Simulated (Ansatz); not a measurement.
# AsGeH₆Sb: small, medium and large basis sets

Aim: see how fast density functionals converge with the basis set for AsGeH₆Sb.

Program: Ansatz 0.2.0, Gaussian basis. Level of theory: one geometry, several basis sets. These are calculated values, not measurements.

Plan: PBE0-D4/def2-SVP; ωB97M-V/def2-SVP; PBE0-D4/def2-QZVPP; ωB97M-V/def2-QZVPP; the functionals' def2-TZVPP values are taken from earlier runs.

### Step 1. Structure used throughout

All runs share one geometry, relaxed beforehand with PBE0-D4 in a triple-zeta def2 set. Sb takes the def2 core potential; no spin-orbit term is included.

SMILES `[GeH3][AsH][SbH2]`, 9 atoms, charge 0, spin multiplicity 1.

Atoms are counted from 1 here; the program's logs count them from 0.

Bond lengths: Ge1–As2 2.423 Å, Ge1–H4 1.538 Å, Ge1–H5 1.538 Å, Ge1–H6 1.540 Å, As2–Sb3 2.643 Å, As2–H7 1.522 Å, Sb3–H8 1.709 Å, Sb3–H9 1.708 Å. Angles: As2–Ge1–H4 107.9°, As2–Ge1–H5 109.0°, As2–Ge1–H6 112.7°, H4–Ge1–H5 109.2°, H4–Ge1–H6 108.8°, H5–Ge1–H6 109.2°, Ge1–As2–Sb3 93.5°, Ge1–As2–H7 92.7°, Sb3–As2–H7 94.7°, As2–Sb3–H8 91.9°, As2–Sb3–H9 95.0°, H8–Sb3–H9 91.4°.

### Step 2. PBE0-D4 in def2-SVP

in.yaml reads:

```yaml
crystal:
  periodic: [false, false, false]
  atoms:
    - {symbol: Ge, position_ang: [-0.770429, 1.140603, -0.922317]}
    - {symbol: As, position_ang: [0.712820, -0.774752, -0.987006]}
    - {symbol: Sb, position_ang: [-0.171787, -1.739406, 1.308817]}
    - {symbol: H, position_ang: [-2.177305, 0.662850, -1.318648]}
    - {symbol: H, position_ang: [-0.285180, 2.183656, -1.942685]}
    - {symbol: H, position_ang: [-0.841048, 1.791890, 0.471107]}
    - {symbol: H, position_ang: [1.861251, 0.004077, -0.360816]}
    - {symbol: H, position_ang: [1.182142, -2.771097, 1.462796]}
    - {symbol: H, position_ang: [0.577937, -0.544222, 2.271752]}
basis:
  gaussian: {orbitals: def2-SVP}
hamiltonian: {xc: pbe0, dispersion: d4}
output: {orbitals: {seedname: orbitals}}
```

After this run come: ωB97M-V in def2-SVP; PBE0-D4 in def2-QZVPP; ωB97M-V in def2-QZVPP.

Before running them: what should the planned runs give, taken together? Wanted: PBE0-D4: double and triple zeta above quadruple; ωB97M-V: double and triple zeta above quadruple.

The runs gave:

| quantity | value |
| --- | --- |
| PBE0-D4: double and triple zeta above quadruple | 17.55, 2.59 eV |
| ωB97M-V: double and triple zeta above quadruple | 17.52, 2.54 eV |

In words: PBE0-D4 gains 14.95 eV from double to triple zeta, then 2.59 eV more. Total energies overstate the basis error of differences, where much of it tends to cancel.
